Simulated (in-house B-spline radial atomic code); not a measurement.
# Ga²⁰⁺: ionisation energy by several methods

How far do functionals differ on the ionisation energy of Ga²⁰⁺? Each run solves Ga²⁰⁺ and then the next ion ([He] 2s2 2p6).

Method: scalar-relativistic (X2C), several functionals, spin-polarised; spherical all-electron atom at the radial basis limit. Code: in-house B-spline radial atomic code version 1.

### Step 1. What is computed

- element: gallium (Z = 31)
- charge: +20
- electrons: 11
- configuration: [Ne] 3s1
- nucleus: Fermi, rms radius 3.997 fm

Outer shells as boxes (Hund's rule):

[Ne] 3s1
```
[Ne] core
3s [↑ ]
```

Where spins are not typed, each open shell is filled with up spins first.

### Step 2. RPBE, a GGA

Settings of the run:

```ini
Z = 31
electrons = 11.0
configuration = [Ne] 3s1
hamiltonian = x2c
method = rpbe,pbe
spin_polarised = True
nucleus = fermi
rms_radius = 3.9973
mass_number = 69
atomic_mass = 68.925573528
speed_of_light = 137.035999084
```

### Step 3. LC-ωPBE, a range-separated hybrid

The settings differ from step 2 so:

```diff
@@ -4,3 +4,3 @@
 hamiltonian = x2c
-method = rpbe,pbe
+method = lc_wpbe
 spin_polarised = True
```

### Step 4. r2SCAN, a meta-GGA

The settings differ from step 3 so:

```diff
@@ -4,3 +4,3 @@
 hamiltonian = x2c
-method = lc_wpbe
+method = r2scan
 spin_polarised = True
```

### Step 5. revTPSS, a meta-GGA

The settings differ from step 4 so:

```diff
@@ -4,3 +4,3 @@
 hamiltonian = x2c
-method = r2scan
+method = revtpss,revtpss
 spin_polarised = True
```

### Step 6. HSE06, a range-separated hybrid

The settings differ from step 5 so:

```diff
@@ -4,3 +4,3 @@
 hamiltonian = x2c
-method = revtpss,revtpss
+method = hse06
 spin_polarised = True
```

### Step 7. TPSS, a meta-GGA

The settings differ from step 6 so:

```diff
@@ -4,3 +4,3 @@
 hamiltonian = x2c
-method = hse06
+method = tpss,tpss
 spin_polarised = True
```

### Step 8. exchange-only LDA

The settings differ from step 7 so:

```diff
@@ -4,3 +4,3 @@
 hamiltonian = x2c
-method = tpss,tpss
+method = lda,
 spin_polarised = True
```

Q: The tabulated ionisation energy is 807.308 ± 0.025 eV (semi-empirical; NIST Atomic Spectra Database). What does each method give, and which comes nearest?

As calculated:

| method | rung | total energy (hartree) | ΔSCF (eV) | −ε highest (eV) | ΔSCF less tabulated (eV) |
| --- | --- | --- | --- | --- | --- |
| exchange-only LDA | LDA | -1709.4401 | 807.38 | 789.31 (3s up) | +0.07 |
| RPBE | GGA | -1713.9560 | 809.70 | 790.86 (3s up) | +2.39 |
| r2SCAN | meta-GGA | -1713.9808 | 806.95 | 791.62 (3s up) | -0.36 |
| revTPSS | meta-GGA | -1713.6629 | 808.27 | 791.09 (3s up) | +0.96 |
| TPSS | meta-GGA | -1714.0253 | 808.82 | 791.17 (3s up) | +1.51 |
| LC-ωPBE | range-separated hybrid | -1713.7022 | 810.11 | 797.28 (3s up) | +2.80 |
| HSE06 | range-separated hybrid | -1713.7632 | 809.42 | 795.01 (3s up) | +2.11 |

What this shows: Tables give 807.308 ± 0.025 eV (semi-empirical; NIST Atomic Spectra Database) for the ionisation energy. exchange-only LDA misses by +0.07 eV, the least, and LC-ωPBE by +2.80 eV (0.35 %), the most. Mean absolute error by rung (exchange-only levels left out): GGA 2.39 eV, meta-GGA 0.94 eV, range-separated hybrid 2.46 eV. Relativistic terms that these runs lack can be as large as the gaps between close methods, so the nearest may be so by luck. Spin-orbit coupling is left out.
